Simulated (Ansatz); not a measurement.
# CH3ClMgS: basis-set convergence

The task here is to estimate one member of a computed series from the others.

Computed with Ansatz 0.2.0, Gaussian basis. Level: one geometry, several basis sets.

The runs, in order: PBE0-D4/def2-SVP; ωB97M-V/def2-SVP; PBE0-D4/def2-QZVPP; ωB97M-V/def2-QZVPP; the functionals' def2-TZVPP values are taken from earlier runs.

**The relaxed structure**

An earlier PBE0-D4 in a triple-zeta def2 set relaxation fixed the geometry.

7 atoms, charge 0, spin multiplicity 1.

Atoms are counted from 1 here; the program's logs count them from 0.

Bond lengths: C1–S2 1.828 Å, C1–H5 1.090 Å, C1–H6 1.090 Å, C1–H7 1.090 Å, S2–Mg3 2.275 Å, Mg3–Cl4 2.181 Å. Angles: S2–C1–H5 112.0°, S2–C1–H6 106.7°, S2–C1–H7 112.0°, H5–C1–H6 108.2°, H5–C1–H7 109.7°, H6–C1–H7 108.2°, C1–S2–Mg3 103.4°, S2–Mg3–Cl4 179.5°.

The first run:

Input file in.yaml:

```yaml
crystal:
  periodic: [false, false, false]
  atoms:
    - {symbol: C, position_ang: [-0.435328, 1.155438, -0.091971]}
    - {symbol: S, position_ang: [0.620326, 0.326386, 1.148831]}
    - {symbol: Mg, position_ang: [0.822532, -1.790114, 0.339709]}
    - {symbol: Cl, position_ang: [1.006461, -3.814741, -0.449246]}
    - {symbol: H, position_ang: [-1.418742, 0.692172, -0.165209]}
    - {symbol: H, position_ang: [-0.568075, 2.182618, 0.247050]}
    - {symbol: H, position_ang: [0.033927, 1.180140, -1.074963]}
basis:
  gaussian: {orbitals: def2-SVP}
hamiltonian: {xc: pbe0, dispersion: d4}
output: {orbitals: {seedname: orbitals}}
```

Among the steps run: PBE0-D4 in def2-SVP; ωB97M-V in def2-SVP; PBE0-D4 in def2-QZVPP; ωB97M-V in def2-QZVPP.

One of the session's tables, all rows but one given; the rest of the session is left out.

It belongs to the step «Density functionals: the series». 

```
functional       basis  HOMO (eV)  LUMO (eV)
   PBE0-D4    def2-SVP          ?          ?
   PBE0-D4  def2-TZVPP      -6.80      -1.49
   PBE0-D4  def2-QZVPP      -6.81      -1.50
   ωB97M-V    def2-SVP      -8.88      -0.05
   ωB97M-V  def2-TZVPP      -8.98      -0.12
   ωB97M-V  def2-QZVPP      -9.00      -0.26
```

Q: Estimate the row for PBE0-D4, def2-SVP from the others.

**Answer.** HOMO (eV): -6.75; LUMO (eV): -1.42. In the column «HOMO (eV)» it is the highest.
